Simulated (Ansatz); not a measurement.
**F₄H₂MoO₂: small, medium and large basis sets**

An exercise on one series of results from a longer session: the logs are not shown, and one member is left open.

Program: Ansatz 0.2.0, Gaussian basis. Level of theory: one geometry, several basis sets. These are calculated values, not measurements.

Levels to be run: PBE0-D4/def2-SVP; ωB97M-V/def2-SVP; PBE0-D4/def2-QZVPP; ωB97M-V/def2-QZVPP; the functionals' def2-TZVPP values are taken from earlier runs.

### The geometry

An earlier PBE0-D4 in a triple-zeta def2 set relaxation fixed the geometry. Mo takes the def2 core potential; no spin-orbit term is included.

SMILES `[OH][Mo]([OH])([F])([F])([F])[F]`, 9 atoms, charge 0, spin multiplicity 1.

Atoms are counted from 1 here; the program's logs count them from 0.

Bond lengths: O1–Mo2 1.830 Å, O1–H8 0.962 Å, Mo2–O3 1.845 Å, Mo2–F4 1.838 Å, Mo2–F5 1.854 Å, Mo2–F6 1.832 Å, Mo2–F7 1.857 Å, O3–H9 0.963 Å. Angles: Mo2–O1–H8 131.2°, O1–Mo2–O3 94.1°, O1–Mo2–F4 99.3°, O1–Mo2–F5 84.5°, O1–Mo2–F6 91.5°, O1–Mo2–F7 170.0°, O3–Mo2–F4 166.4°, O3–Mo2–F5 95.6°, O3–Mo2–F6 91.8°, O3–Mo2–F7 83.1°, F4–Mo2–F5 88.1°, F4–Mo2–F6 85.5°, F4–Mo2–F7 84.1°, F5–Mo2–F6 171.8°, F5–Mo2–F7 86.3°, F6–Mo2–F7 98.2°, Mo2–O3–H9 124.4°.

Set-up of the first run:

in.yaml reads:

```yaml
crystal:
  periodic: [false, false, false]
  atoms:
    - {symbol: O, position_ang: [-1.667273, 0.347474, -0.116682]}
    - {symbol: Mo, position_ang: [0.036544, -0.302036, 0.039318]}
    - {symbol: O, position_ang: [0.738133, 1.304072, 0.615510]}
    - {symbol: F, position_ang: [-0.270473, -2.055383, -0.417864]}
    - {symbol: F, position_ang: [0.158335, 0.085339, -1.769718]}
    - {symbol: F, position_ang: [-0.278475, -0.846708, 1.759601]}
    - {symbol: F, position_ang: [1.825388, -0.787172, -0.067644]}
    - {symbol: H, position_ang: [-2.124932, 0.752761, -0.859783]}
    - {symbol: H, position_ang: [1.671352, 1.455253, 0.800061]}
basis:
  gaussian: {orbitals: def2-SVP}
hamiltonian: {xc: pbe0, dispersion: d4}
output: {orbitals: {seedname: orbitals}}
```

Among the steps run: PBE0-D4 in def2-SVP; ωB97M-V in def2-SVP; PBE0-D4 in def2-QZVPP; ωB97M-V in def2-QZVPP.

One table of the session follows, with a row left open; its other results are not shown here.

It belongs to the step «Functionals by basis». 

| functional | basis | HOMO (eV) | LUMO (eV) |
| --- | --- | --- | --- |
| PBE0-D4 | def2-SVP | -10.68 | -4.61 |
| PBE0-D4 | def2-TZVPP | -10.68 | -4.50 |
| PBE0-D4 | def2-QZVPP | -10.67 | -4.48 |
| ωB97M-V | def2-SVP | ? | ? |
| ωB97M-V | def2-TZVPP | -13.11 | -2.36 |
| ωB97M-V | def2-QZVPP | -13.11 | -2.35 |

Estimate the missing values for ωB97M-V, def2-SVP.

As computed: HOMO (eV): -13.10; LUMO (eV): -2.47. In the column «HOMO (eV)» it lies between ωB97M-V, def2-QZVPP (-13.11) and PBE0-D4, def2-SVP (-10.68).
